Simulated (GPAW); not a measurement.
Here is a GPAW 26.7.0 calculation.

The input run.py:

```python
from ase import Atoms
from ase.filters import FrechetCellFilter
from ase.io import write
from ase.optimize import BFGS
from ase.units import GPa
from gpaw import GPAW, PW

atoms = Atoms(['Nb', 'Si'],
              cell=[[3.15644, 0.0, 0.0],
                    [0.0, 3.15644, 0.0],
                    [0.0, 0.0, 3.15644]],
              scaled_positions=[[0.0, 0.0, 0.0],
                                [0.5, 0.5, 0.5]],
              pbc=True)

calc = GPAW(mode=PW(600),
            xc='LDA',
            kpts={'size': (8, 8, 8), 'gamma': True},
            occupations={'name': 'fermi-dirac', 'width': 0.05},
            nbands=19,
            convergence={'density': 1e-05, 'forces': 0.0001},
            maxiter=150,
            txt='gpaw.txt')
atoms.calc = calc
opt = BFGS(FrechetCellFilter(atoms, scalar_pressure=30 * GPa), trajectory='relax.traj', logfile='-')
done = opt.run(fmax=0.02, steps=60)
calc.write('gs.gpw')
write('result.traj', atoms)
print('Converged:', done)
print('Cell:', atoms.cell.cellpar().round(4))
print('Volume:', round(atoms.get_volume(), 4))
print(atoms.get_scaled_positions().round(5))
```

Potentials or basis: the program's PAW data sets (release 1.2.1) made for this functional, pw.

Run with:

```sh
$ OMP_NUM_THREADS=1 python run.py
```

Problem. What does it give for the band gap on the k mesh?

Solution. None (metal or under the smearing width).

Problem. What does it give for the space group after relaxing (to 0.05 Å)?

Solution. Pm-3m (No. 221).

Problem. Estimate the relaxed cell.

Solution. a = 2.982 Å, b = 2.982 Å, c = 2.982 Å, α = 90.00°, β = 90.00°, γ = 90.00°.

The path:
```
step  energy change (eV)  largest force (eV/Å)  pressure (GPa)  volume (Å³)
   1              0.0000                0.0000           -8.22        31.45
   2             -0.0193                0.0000            6.70        29.02
   3              0.3231                0.0000           34.04        26.17
   4              0.2500                0.0000           29.68        26.54
   5              0.2552                0.0000           30.00        26.51
```

Caveat: later steps reuse the first step's grids; the volume moved by over 15 % at a fixed basis, so the end points are rough.
